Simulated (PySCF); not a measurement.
# C₆H₆Cl₂O: electronic excitations

Wanted: the electronic excitations of C₆H₆Cl₂O (`C=C(Cl)/C(=C\C=O)CCl`), by calculation.

The runs use PySCF 2.14.0, with density-fitted response routines of our own; the level of theory stands in each step. All values are computed, except where a source is named. Atoms count from 0, in the outputs and in this text.

### Step 1. The molecule as given

15 atoms, charge 0, multiplicity 1; geometry from: GFN2-xTB.

Bonds of the start (Å): C0–C1 1.33, C1–Cl2 1.74, C1–C3 1.47, C3–C4 1.34, C4–C5 1.46, C5–O6 1.20, C3–C7 1.49, C7–Cl8 1.80, C0–H9 1.08, C0–H10 1.08, C4–H11 1.08, C5–H12 1.11, C7–H13 1.09, C7–H14 1.09.

### Step 2. TDDFT and polarisability: PBE0/def2-SVPD

Job settings and geometry (Å):

```
{"job": {"kind": "uv", "xc": "PBE0", "basis": "def2-SVPD", "nstates": 8, "ntriplets": 3}, "charge": 0, "multiplicity": 1}
C     -0.323026    -1.624129    -1.138807
C     -0.768895    -0.895159    -0.124450
Cl    -2.113443    -1.447773     0.828366
C     -0.231106     0.413922     0.266525
C      1.082905     0.641890     0.429612
C      2.130116    -0.376368     0.401523
O      3.309267    -0.131067     0.376922
C     -1.230645     1.515278     0.409878
Cl    -1.932986     1.865850    -1.207548
H      0.486381    -1.269781    -1.751881
H     -0.769953    -2.566434    -1.401938
H      1.431033     1.645191     0.637467
H      1.763025    -1.418551     0.432924
H     -2.062192     1.219742     1.049311
H     -0.774895     2.435378     0.770183
```

Level: TDDFT PBE0/def2-SVPD, vertical, gas phase, core orbitals frozen in the response.

Run with:

```console
> OMP_NUM_THREADS=1 python probes_run.py task.json out
```

This one command runs all jobs of the session in turn.

Standard output:

```text
coarse grid: 14576 points
cycle   1  E = -1226.3997520721  dE =  1.317e+00  |g| = 7.764e-01  |ddm| = 7.874e+00
cycle   2  E = -1225.8689984423  dE =  5.308e-01  |g| = 1.747e+00  |ddm| = 4.575e+00
cycle   3  E = -1226.5314821385  dE = -6.625e-01  |g| = 1.215e-01  |ddm| = 3.484e+00
cycle   4  E = -1226.5344068053  dE = -2.925e-03  |g| = 6.925e-02  |ddm| = 4.265e-01
cycle   5  E = -1226.5355425484  dE = -1.136e-03  |g| = 2.022e-02  |ddm| = 1.731e-01
cycle   6  E = -1226.5356418150  dE = -9.927e-05  |g| = 6.056e-03  |ddm| = 4.926e-02
cycle   7  E = -1226.5356501868  dE = -8.372e-06  |g| = 2.201e-03  |ddm| = 1.309e-02
final grid: 134184 points
cycle   8  E = -1226.6777651143  dE = -2.650e-05  |g| = 1.368e-02  |ddm| = 2.101e-01
cycle   9  E = -1226.6776419093  dE =  1.232e-04  |g| = 2.819e-02  |ddm| = 6.386e-02
cycle  10  E = -1226.6778042484  dE = -1.623e-04  |g| = 2.103e-03  |ddm| = 4.168e-02
cycle  11  E = -1226.6778052318  dE = -9.834e-07  |g| = 5.110e-04  |ddm| = 4.448e-03
cycle  12  E = -1226.6778052927  dE = -6.089e-08  |g| = 1.929e-04  |ddm| = 1.569e-03
cycle  13  E = -1226.6778053014  dE = -8.747e-09  |g| = 7.777e-05  |ddm| = 7.216e-04
cycle  14  E = -1226.6778053030  dE = -1.576e-09  |g| = 1.330e-05  |ddm| = 2.386e-04
cycle  15  E = -1226.6778053030  dE = -5.116e-11  |g| = 3.435e-06  |ddm| = 4.165e-05
converged SCF energy = -1226.6778053030

Static polarisability (au): isotropic 106.185, principal 86.033 99.334 133.188

Singlet excitations
state   eV       nm        f      main configurations
  1   3.3002    375.7   0.00277   H->L 0.82, H-1->L 0.13
  2   4.5502    272.5   0.06555   H-1->L 0.74, H->L 0.13, H-2->L 0.08
  3   5.2048    238.2   0.03501   H-3->L 0.48, H-2->L 0.34, H-4->L 0.12
  4   5.2812    234.8   0.06084   H-3->L 0.51, H-2->L 0.28, H-4->L 0.15
  5   5.5456    223.6   0.01052   H->L+1 0.74, H-4->L 0.09
  6   5.7264    216.5   0.22460   H-4->L 0.54, H-2->L 0.19
  7   5.8847    210.7   0.04582   H-5->L 0.89
  8   6.3961    193.8   0.21997   H-1->L+1 0.62, H-2->L+1 0.12, H->L+1 0.09

Triplet excitations (Tamm-Dancoff, eV): 2.7617 3.2242 3.8886
```

Wall time 96 s (1 thread of Intel Xeon at 2.70GHz, shared host); peak memory 0.99 GiB.

Frontier orbitals and where they lie:

```tsv
orbital	eV	atoms
HOMO−3	-8.96	Cl8 77 %, C7 12 %
HOMO−2	-8.74	Cl8 31 %, C3 17 %, Cl2 17 %
HOMO−1	-8.18	O6 23 %, C0 16 %, Cl2 13 %
HOMO	-7.63	O6 44 %, C5 11 %, C0 10 %
LUMO	-2.63	C3 21 %, O6 17 %, C4 16 %
LUMO+1	-0.95	C1 27 %, C0 25 %, Cl2 8 %
LUMO+2	0.14	Cl8 31 %, Cl2 22 %, C7 17 %
```

With each of the 8 states as a Gaussian band of 0.4 eV half-width at 1/e, the curve within the window shown has maxima at 266 nm (ε 2,900), 216 nm (ε 13,000) L/(mol cm). Beyond the last state computed it falls off for lack of states. The curve at chosen wavelengths:

(nm, ε (L/mol/cm)): (185, 5131), (196, 10175), (207, 11097), (218, 12415), (229, 9061), (240, 5402), (251, 3353), (262, 2909), (273, 2822), (284, 2163), (295, 1241), (306, 558), (317, 215), (327, 97), (338, 69), (349, 81), (360, 100), (371, 111), (382, 110), (393, 98), (404, 80), (415, 61), (426, 43), (437, 29), (448, 19), (459, 12)

Leading natural transition orbitals of singlet state 6: the hole lies on Cl2 24 %; C3, C4 about 19 % each; Cl8 17 %; the particle on C3 19 %; O6 14 %; C4, C5 about 13 % each.

Leading natural transition orbitals of singlet state 1: the hole lies on O6 65 %; H12 13 %; C4 9 %; the particle on C3, C5 about 22 % each; O6 23 %; C4 11 %.

Ground-state properties from the same run:

```tsv
property	computed
dipole moment (D)	1.89
polarisability (Å³)	15.74
HOMO–LUMO gap (eV)	5.00
−ε(HOMO) (eV)	7.63
```

The fields below are evaluated on a grid from the run's orbitals.

Frontier orbitals at PBE0/def2-SVPD, with the share of their density that lies nearest to each atom:

```tsv
orbital	energy (eV)	lies on
HOMO	-7.63	O6 46 %; C0, C4 about 10 % each; H12 10 %
LUMO	-2.63	C3 23 %; O6 16 %; C4, C5 about 15 % each
```

ELF in a plane through or near 8 of the atoms.

Ten even steps from ' ' (0.00) to '@' (1.00):
```
                                                        
                                                        
                                                        
              ..                                        
        ..--++**++::  ..**@@@@--                        
      ::++%%%%%%##==  ==@@@@@@**    ##@@@@++..          
      ==%%@@==--##==::++%%@@@@--  ++@@@@@@%%--          
      ==##%%%%%%==::%%**++::++....**@@@@@@++..          
        ::....++::::####--##%%==####==::++::            
            ::%%@@##--..::**::--**%%..--##--            
            ==%%##++    ..**##++**++==++++..            
                    ::++**====##==                      
                ..==**##@@##--**==..                    
                ::==**====##**==::....                  
                ::**@@@@@@==      ......                
                ==%%@@@@@@++                            
                ..++@@@@%%::                            
                                                        
                                                        
                                                        
```
The map spans 10.7 Å across and 10.9 Å up, centred on the molecule. Atoms in the plane (x, y in Å): C1 (0.1, -1.1), C3 (0.5, 0.3), C4 (-0.5, 1.2), C5 (-1.9, 1.1), O6 (-2.7, 1.9), C7 (1.9, 0.6), H11 (-0.2, 2.3), H14 (2.1, 1.6).

log10 of the density (e/Å³) in the same plane.

Values, 10 rows by 14 columns:
```
-4.0 -4.0 -4.0 -4.0 -4.0 -4.0 -4.0 -4.0 -4.0 -4.0 -4.0 -4.0 -4.0 -4.0
-4.0 -4.0 -3.8 -3.4 -3.3 -3.4 -3.5 -3.5 -3.8 -4.0 -4.0 -4.0 -4.0 -4.0
-4.0 -3.2 -1.8 -1.1 -1.2 -1.9 -1.5 -1.4 -2.2 -2.5 -2.6 -3.2 -4.0 -4.0
-3.6 -2.3 -0.6  0.9  0.3 -0.5  0.0 -0.2 -1.2 -0.3 -0.6 -1.8 -3.3 -4.0
-3.7 -2.8 -1.5 -0.7  0.3  0.1  0.2  0.3  0.0  1.0 -0.1 -1.3 -2.7 -3.7
-4.0 -3.8 -2.6 -1.4 -0.7 -1.0 -0.7  0.2 -0.1 -0.3 -0.4 -1.3 -2.5 -3.5
-4.0 -4.0 -3.5 -2.5 -1.4 -0.4  0.2  0.4 -0.5 -1.5 -1.8 -2.2 -3.0 -3.7
-4.0 -4.0 -4.0 -2.8 -1.5 -0.3 -0.1 -1.0 -1.2 -1.6 -2.4 -3.3 -3.7 -3.7
-4.0 -4.0 -4.0 -3.6 -2.4 -1.5 -1.4 -2.2 -2.5 -2.8 -3.4 -3.9 -3.9 -3.8
-4.0 -4.0 -4.0 -4.0 -4.0 -3.6 -3.5 -3.8 -3.9 -4.0 -4.0 -4.0 -4.0 -4.0
```
The map spans 10.7 Å across and 10.9 Å up, centred on the molecule. Atoms in the plane (x, y in Å): C1 (0.1, -1.1), C3 (0.5, 0.3), C4 (-0.5, 1.2), C5 (-1.9, 1.1), O6 (-2.7, 1.9), C7 (1.9, 0.6), H11 (-0.2, 2.3), H14 (2.1, 1.6).

On the surface of density 0.002 e/bohr³ the electrostatic potential runs, from the 1st to the 99th percentile, from -1.52 V near O6 to 1.48 V near H14.

### Step 3. Outcome

```
                                quantity                        value
         lowest singlet (PBE0/def2-SVPD)  3.30 eV (376 nm), f = 0.003
brightest single state of those computed  state 6, 5.73 eV, f = 0.225
                          lowest triplet                      2.76 eV
   surface potential, 1st and 99th percentile           -1.52 V and 1.48 V
```

What this shows: The lowest singlet, at 3.30 eV, is HOMO→LUMO 0.82, HOMO−1→LUMO 0.13 and is weak; of the 8 states computed, the strongest absorption comes from state 6 at 5.73 eV (the last state computed is bright too, and its partners may lie past the list). The lowest triplet lies 0.54 eV below the lowest singlet (triplets in Tamm-Dancoff, singlets in full TDDFT). At PBE0/def2-SVPD, counted by nearest atom on the grid, the HOMO lies on O6 46 %; C0, C4 about 10 % each, the LUMO on C3 23 %; O6 16 %.
